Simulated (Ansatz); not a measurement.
# NiMoIrPdW (P3m1) in Ansatz: relaxation of cell and atoms with PBE

Aim: the relaxation of cell and atoms of NiMoIrPdW with PBE.

All numbers are computed with Ansatz 0.2.0; they aren't measurements. Logs are shortened: lines on timing, memory, paths and dates and some standing lists are left out, and cuts for length are marked.

**1. The crystal as given**

The structure is trigonal, space group P3m1 (No. 156). Conventional cell: a = 4.147 Å, b = 4.147 Å, c = 5.416 Å, α = 90.00°, β = 90.00°, γ = 120.00°. Around Ni (site symmetry 3m) lie 3 W at 2.40 Å and 3 Ir at 2.71 Å. Mo (site symmetry 3m) is surrounded by 1 W at 2.49 Å and 3 Ir at 2.64 Å and 3 Pd at 2.85 Å. Around Pd (site symmetry 3m) lie 2 Ir at 2.65 to 2.76 Å and 3 W at 2.76 Å and 3 Ni at 2.82 Å and 3 Mo at 2.85 Å. Ir (site symmetry 3m) is surrounded by 3 Mo at 2.64 Å and 2 Pd at 2.65 to 2.76 Å and 3 Ni at 2.71 Å and 3 W at 2.77 Å. Around W (site symmetry 3m) lie 3 Ni at 2.40 Å and 1 Mo at 2.49 Å.

The cell was built by a generator and needn't be a form met in nature.

**2. Relaxation of cell and atoms, PBE, collinear spin, ferromagnetic start**

The input, input.yaml:

```yaml
crystal:
  lattice:
    - [4.1467, 0.0, 0.0]
    - [-2.07335, 3.59115, 0.0]
    - [0.0, 0.0, 5.41629]
  atoms:
    - { symbol: Ni, position: [0.0, 0.0, 0.02221], spin: 1.0 }
    - { symbol: Mo, position: [0.66667, 0.33333, 0.45996], spin: 1.0 }
    - { symbol: Pd, position: [0.33333, 0.66667, 0.74601] }
    - { symbol: Ir, position: [0.33333, 0.66667, 0.25641], spin: 0.6 }
    - { symbol: W, position: [0.66667, 0.33333, 0.99985] }
kpoints:
  mp_grid: { grid: [4, 4, 3] }
scf:
  occupations: { method: fermi_dirac, width: 0.05 }
hamiltonian:
  xc: pbe
  pseudopotentials: { kind: all_electron, datasets: crystal }
magnetization:
  spin_polarized: true
output:
  forces: true
  stress: true
relax:
  f_tol: 0.02
  max_steps: 60
  cell: {}
```

Potentials or basis: all-electron PAW datasets made for the crystal.

On the command line:

```sh
ansatz run input.yaml --threads 8 --pin off --max-ram 24576MiB --backend cpu --events-out ev --progress --plain --runs-dir out
```

Log:

```text
Warning: the atoms were moved onto the symmetric positions of the space group found under crystal.symmetry.tolerance 1.0e-5 (fractional; no operation is sought that the atoms, as they stand in a round, miss by more than twice it, and no atom is moved by as much as it), and the run uses the moved positions. Before a round's move an operation carried an atom to 4.15e-5 Å from where it should land, the largest such distance. Atom 1 (counting from 0) moved farthest, by 2.39e-5 Å; the longest move in fractions of the cell, of whichever atom, is 0.47 of the tolerance, in 1 round. To run the atoms as typed, lower crystal.symmetry.tolerance until the operations that they miss are no longer found, or set crystal.symmetry.detect: false (a key that needs symmetry detection or time reversal refuses this as the deck is read). The positions used, in the order of the run's atom list: position: [0.0, 0.0, 0.02221]; position: [0.6666666666666666, 0.3333333333333333, 0.45996]; position: [0.3333333333333333, 0.6666666666666666, 0.74601]; position: [0.3333333333333333, 0.6666666666666666, 0.25641]; position: [0.6666666666666666, 0.3333333333333333, 0.99985]; The lattice was moved too: crystal.lattice keeps the space group found at crystal.symmetry.tolerance 1.0e-5 only nearly: the operation that it misses by the most changes a squared length by the fraction 1.19e-6. The run uses the lattice that is a stretch of the typed one, with no rotation, onto the one that keeps every operation to a double's rounding (on a very oblique basis the stretch itself rounds by more); the deck's lattice vector that moved farthest moved by 1.42e-6 Å. To run the lattice as typed, set crystal.symmetry.tolerance under 1.18e-6, the least fraction by which an operation that the lattice misses changes a squared length (the same key also sets how far an atom may lie from its image, so lowering it can lose operations that the atoms keep only within it), or set crystal.symmetry.detect: false, as for the atoms. crystal.lattice made exact, in Å and degrees: [[4.146701419200567, 0.0, 0.0], [-2.0733507096002834, 3.5911487709366763, 0.0], [0.0, 0.0, 5.41629]]. Pasted over the deck's crystal.lattice, beside positions in fractional coordinates, it runs the same cell (given as lengths and angles, that cell in the form's own orientation, a rigid turn of the misfit's size from the one run here, for which a checkpoint.post_process_only pass over this run's state can be refused: where this run relaxes nothing, give such a pass this deck's own crystal.lattice, as typed; behind a relaxation, as crystal.lattice, the state's own cell, identity.cell in its checkpoint.json), and a matrix so pasted ends this notice, except on a very skew basis of the lattice, where the rounding of the pasted numbers themselves can read as a misfit: the cell is then moved again, and that move is told again. The lattice as run is in this notice's lattice.as_run_ang field (Run.prep()["deck_notices"] in Python, the deck_notice line of an events file, deck_notices of ansatz run --dry-run=json, or deck_notices in record.json in the deck's checkpoint.write directory).
Warning: RAYON_NUM_THREADS=8 ignored (pool sized by the plan → 8); use --threads N
The last accepted step is kept in <dir> (removed where the run ends without a failure and the disk answers)
hamiltonian.pseudopotentials.datasets: crystal makes datasets for this crystal and solves the spheres of its atoms anew in each pass: cutoff 500.0 eV, the density's 2000.0 eV; for an error of 0.50 meV an atom under PBE, 2.5 meV for the cell; an energy difference from a run of another recipe may be off by several times the error for the cell, under r2SCAN by more, where some 0.1 meV an atom stays at smaller errors; Ni in spheres of 1.053 Å, 18 of its electrons in bands; Mo in spheres of 1.143 Å, 14 of its electrons in bands; Pd in spheres of 1.233 Å, 18 of its electrons in bands; W in spheres of 1.270 Å, 28 of its electrons in bands; Ir in spheres of 1.334 Å, 17 of its electrons in bands
Engine: ansatz 0.2.0, x86_64-unknown-linux-gnu
Pseudopotentials: kind: all_electron
Pseudopotential: Ni, paw, valence charge 18, recommended cutoff 500 eV (normal), crystal/all_electron/pbe/scalar/gaussian/Ni, Koelling and Harmon's equation, gaussian nucleus
Pseudopotential: Mo, paw, valence charge 14, recommended cutoff 500 eV (normal), crystal/all_electron/pbe/scalar/gaussian/Mo, Koelling and Harmon's equation, gaussian nucleus
Pseudopotential: Pd, paw, valence charge 18, recommended cutoff 500 eV (normal), crystal/all_electron/pbe/scalar/gaussian/Pd, Koelling and Harmon's equation, gaussian nucleus
Pseudopotential: Ir, paw, valence charge 17, recommended cutoff 500 eV (normal), crystal/all_electron/pbe/scalar/gaussian/Ir, Koelling and Harmon's equation, gaussian nucleus
Pseudopotential: W, paw, valence charge 28, recommended cutoff 500 eV (normal), crystal/all_electron/pbe/scalar/gaussian/W, Koelling and Harmon's equation, gaussian nucleus
Functional definition: PBE
  parameter kappa = 0.804
  parameter beta = 0.06672455060314922
  exchange = pbe_x(kappa = kappa, mu = beta*pi^2/3)
  correlation = pbe_c(beta = beta)
a search for the magnetic state begins, with frozen cores and fixed partial waves. It gives no result and prints no iterations
the search for the magnetic state of this step took 18 SCF iterations with frozen cores. It stayed in its first state, in which the spheres begin
Crystal: 5 atoms, lattice volume = 80.656 Å³
Basis set: ecut = 500 eV, 2053 PW (Γ), exchange–correlation on 64×64×80 points (8 copies of the dense FFT grid, shifted against one another)
Bands: 59, of which v1, the nominal top of the filled ones, is band 48 counted from 1 (47 counted from 0)
Symmetry: 6 space group operations
Space group: P3m1 (ITA 156), of the structure as read, at distance tolerance 4.3e-5 Å
Magnetic group: BNS 156.49 (UNI 1279), of the structure as read, at distance tolerance 4.3e-5 Å
k-points: 9 of 48 (time reversal used)
Non-local potential: Ni, projectors of the file, l = 0: 2, l = 1: 2, l = 2: 2
Non-local potential: Mo, projectors of the file, l = 0: 2, l = 1: 2, l = 2: 1
Non-local potential: Pd, projectors of the file, l = 0: 2, l = 1: 2, l = 2: 2
Non-local potential: Ir, projectors of the file, l = 0: 2, l = 1: 2, l = 2: 2
Non-local potential: W, projectors of the file, l = 0: 2, l = 1: 2, l = 2: 1, l = 3: 2
PAW form: soft (Blöchl's): semilocal exchange-correlation on the pseudo side does not see the compensation charge
PAW one-centre angular grid: Ni, 590 points (default); XC on its mesh's 1845 points in the sphere
PAW one-centre angular grid: Mo, 590 points (default); XC on its mesh's 1821 points in the sphere
[... 161 lines left out ...]
By the cutoff:   a pressure is off by up to 0.006 GPa (1.2 times the spheres' own share and the shells' term, over an atom's volume, and 0.004 GPa: a bound that held against runs at twice the plane waves)
Past the cutoffs: a stress includes 0.0007 GPa for waves and charges beyond them, in addition to the slope of what the spheres take
In the spheres:  the bands' charges fall short by 3.9e-7 e at most (sound up to 1e-3)
Fermi energy:    21.984799 eV
--- Per-component energies (eV) ---
  E_band       = -699.354027
  E_kinetic    = 1669.631626
  E_local      = -13264.520127  (includes V_loc(G=0)·N_el)
  E_nonlocal   = -2753.614878
  E_hartree    = 6585.151001
  E_xc         = -528.636660
  E_vxc        = -686.660661  (∫ρ·V_xc dr)
  E_paw        = -1226809.909484  (= ΣΔE_a)
  E_vpaw       = -35173.826240  (= ΣTr[D̂ρ^β])
  E_ewald      = -14332.230444
  E_smearing   = -0.026616  (= −TS)
  E_closure    = 36339.329490  (closes the sum)
  Σ components = -1213094.826091   (vs F -1213094.826091, Δ=0.00e0)
  The terms above E_closure are by the made datasets' own strengths, without shells solved beside the bands.
--- Forces (eV/Å), atoms counted from 1 ---
  atom   1  Ni     0.00000000    -0.00000000    -0.00267431
  atom   2  Mo     0.00000000     0.00000000     0.00234151
  atom   3  Pd     0.00000000    -0.00000000    -0.01214852
  atom   4  Ir     0.00000000     0.00000000     0.00630020
  atom   5  W     -0.00000000     0.00000000     0.00586248
  max |Σ_I F_I| component: 3.19e-4 eV/Å
--- Stress (GPa, compression-positive) ---
        0.022882      -0.000000      -0.000000
       -0.000000       0.022882       0.000000
        0.000000       0.000000       0.044358
  P = ⅓ Tr σ = 0.0300 GPa (0.300 kbar)
--- Band table (eV; the first three rows and the last of 18) ---
  k-point 0 ↑: bands = ["-81.4242", "-70.3803", "-63.1046", "-52.2502", "-41.9243", "-41.9243", "-41.6328", "-39.1989", "-28.8362", "-28.8144", "-28.8144", "-27.2635", "-27.2635", "-27.2027", "-16.6483", "-16.5162", "-16.5162", "-13.2895", "-13.2895", "-13.1345", "-6.5414", "-6.5414", "-6.5223", "-6.5223", "-6.5088", "-6.5014", "-6.4988", "13.4521", "16.3262", "16.6366", "16.6366", "16.9063", "16.9063", "18.2083", "18.2636", "18.2636", "18.5517", "19.5713", "19.5715", "19.5715", "19.8259", "19.8259", "20.3544", "20.3544", "20.5593", "20.5593", "21.1611", "22.7068", "22.7068", "23.9397", "23.9397", "24.4419"]
  k-point 1 ↑: bands = ["-81.4242", "-70.3802", "-63.1046", "-52.2501", "-41.9243", "-41.9243", "-41.6328", "-39.1995", "-28.8233", "-28.8143", "-28.8143", "-27.2637", "-27.2637", "-27.2182", "-16.5997", "-16.5156", "-16.5156", "-13.2904", "-13.2904", "-13.2058", "-6.5414", "-6.5414", "-6.5225", "-6.5225", "-6.5102", "-6.5015", "-6.4988", "13.9913", "16.8134", "16.9573", "16.9573", "17.1800", "17.2410", "17.2410", "17.9799", "17.9799", "18.5353", "18.5353", "18.6295", "19.8660", "19.8660", "20.3614", "20.6226", "20.6226", "20.8955", "21.2025", "21.2025", "22.6533", "22.6533", "23.3396", "23.5818", "23.5818"]
  k-point 2 ↑: bands = ["-81.4242", "-70.3802", "-63.1045", "-52.2506", "-41.9244", "-41.9233", "-41.6328", "-39.1991", "-28.8367", "-28.8150", "-28.8148", "-27.2644", "-27.2636", "-27.2037", "-16.6457", "-16.5229", "-16.5153", "-13.2956", "-13.2896", "-13.1328", "-6.5414", "-6.5414", "-6.5225", "-6.5223", "-6.5087", "-6.5012", "-6.4992", "14.2877", "16.2554", "16.5559", "16.8394", "16.9216", "17.2663", "17.5479", "18.2758", "18.4673", "18.9697", "19.3336", "19.5319", "19.7380", "19.8990", "19.9723", "20.4290", "20.4930", "20.7199", "20.8776", "21.2463", "22.3310", "22.3852", "23.4438", "23.5983", "24.1509"]
  k-point 8 ↓: bands = ["-81.4242", "-70.3802", "-63.1045", "-52.2510", "-41.9246", "-41.9223", "-41.6328", "-39.1997", "-28.8241", "-28.8157", "-28.8148", "-27.2668", "-27.2624", "-27.2205", "-16.5956", "-16.5258", "-16.5169", "-13.3003", "-13.2932", "-13.2009", "-6.5414", "-6.5413", "-6.5227", "-6.5225", "-6.5101", "-6.5012", "-6.4996", "15.9224", "16.5362", "16.9504", "17.2419", "17.6181", "17.7071", "18.1200", "18.2063", "18.4634", "18.7149", "18.8565", "19.0252", "19.3980", "19.6646", "19.9279", "20.0729", "20.1232", "20.3695", "21.0360", "21.1369", "21.9175", "22.4928", "22.8833", "23.3329", "23.7257"]
--- Relaxed structure (6 steps of the walk, 6 accepted, 1 SCFs on fresh bases) ---
  F+E_penalty+E_count = -1213094.82609113 eV   max|allowed force component| = 1.208e-2 eV/Å   (the final SCF, on the basis selected at the relaxed cell)
  cell:  # Å, volume = 80.4148 Å³
    - [4.1528253097151495, -5.1755351015869094e-33, -2.368158852261012e-18]
    - [-2.0764126548575748, 3.5964522156922993, 5.920397130652549e-19]
    - [-3.0932140545546234e-18, -8.92933983529119e-19, 5.384162665320554]
  atoms:
    - { symbol: Ni, position: [1.4580002879312979e-18, 4.1657151083751263e-19, 0.029673320258007743] }
    - { symbol: Mo, position: [0.6666666666666666, 0.3333333333333333, 0.4594157229011195] }
    - { symbol: Pd, position: [0.3333333333333333, 0.6666666666666666, 0.7457703297248371] }
    - { symbol: Ir, position: [0.3333333333333333, 0.6666666666666666, 0.25467872257340385] }
    - { symbol: W, position: [0.6666666666666666, 0.3333333333333333, 0.994901904542632] }
```

Run time: 52 s. Hardware: 8 threads of AMD EPYC 9R45 (Zen 5), shared host; peak memory 2.5 GiB.

Results:

```
Free energy                            : -1213094.8261 eV
Relaxed volume                         : 16.08 Å³/atom
Relaxed cell                           : a = 4.153 Å, b = 4.153 Å, c = 5.384 Å, α = 90.00°, β = 90.00°, γ = 120.00°
Space group after relaxing (to 0.05 Å) : P3m1 (No. 156)
Energy gained by relaxing              : 1.7 meV/atom
Ionic steps                            : 7
Pressure after relaxing                : 0.0 GPa
Largest force after relaxing           : 0.012 eV/Å
Band gap on the k mesh                 : none (metal or under the smearing width)
Net moment                             : 0.00 μB per cell
Absolute moment                        : 0.00 μB per cell
```

Forces on the atoms (eV/Å):
```
Ni   0.000  0.000 -0.003
Mo   0.000  0.000  0.002
Pd   0.000  0.000 -0.012
Ir   0.000  0.000  0.006
W    0.000  0.000  0.006
```

Step by step:
```
step  energy change (eV)  largest force (eV/Å)  volume (Å³)
   1              0.0000                0.2677        80.66
   2             -0.0037                0.0373        79.92
   3             -0.0077                0.0279        80.43
   4             -0.0078                0.0229        80.32
   5             -0.0080                0.0174        80.32
   6             -0.0083                0.0122        80.41
   7             -0.0083                0.0121        80.41
```

Final structure:
```xyz
5
Lattice="4.1528 0.0000 0.0000 -2.0764 3.5965 0.0000 0.0000 0.0000 5.3842" Properties=species:S:1:pos:R:3 pbc="T T T"
Ni    0.0000    0.0000    0.1598
Mo    2.0764    1.1988    2.4736
Pd    0.0000    2.3976    4.0153
Ir    0.0000    2.3976    1.3712
W     2.0764    1.1988    5.3567
```

Levels at points of the mesh, in eV from the Fermi level:
Spin up:
```
            k point  band 45  band 46  band 47  band 48  band 49  band 50
 (0.00, 0.00, 0.00)    -1.43    -1.43    -0.82     0.72     0.72     1.95
(0.00, -0.50, 0.00)    -1.27    -0.22    -0.12     0.28     0.74     1.52
```
Spin down:
| k point | band 43 | band 44 | band 45 | band 46 | band 47 | band 48 | band 49 | band 50 | band 51 | band 52 |
| --- | --- | --- | --- | --- | --- | --- | --- | --- | --- | --- |
| (0.00, 0.00, 0.00) | -1.63 | -1.63 | -1.43 | -1.43 | -0.82 | 0.72 | 0.72 | 1.95 | 1.95 | 2.46 |
| (0.00, -0.50, 0.00) | -1.71 | -1.61 | -1.27 | -0.22 | -0.12 | 0.28 | 0.74 | 1.52 | 1.60 | 2.01 |

Caveat: the k mesh is coarse (spacing up to 0.44 Å⁻¹), so the values aren't converged; the k mesh is thin for a metal, which can move the energy by tens of meV per atom; the program listed the state as in doubt; the starting moments weren't kept. Spin-orbit coupling is left out, which matters for the levels of Ir, W.

**3. The reference run**

An earlier run on the cell as given: functional PBE; potentials or basis all-electron LAPW, scalar-relativistic; cutoff 370 eV (chosen from the basis error); basis error allowed 0.001 eV/atom; k mesh 7 × 7 × 5; occupations fermi-dirac, width 0.05 eV; collinear spin, ferromagnetic start; starting moments [1.0, 1.0, 0.0, 0.6, 0.0] μB.

* Pressure: 0.0 GPa
* Largest force: 0.161 eV/Å
* Band gap on the k mesh: none (metal or under the smearing width)
* Net moment: 0.00 μB per cell
* Absolute moment: 0.00 μB per cell
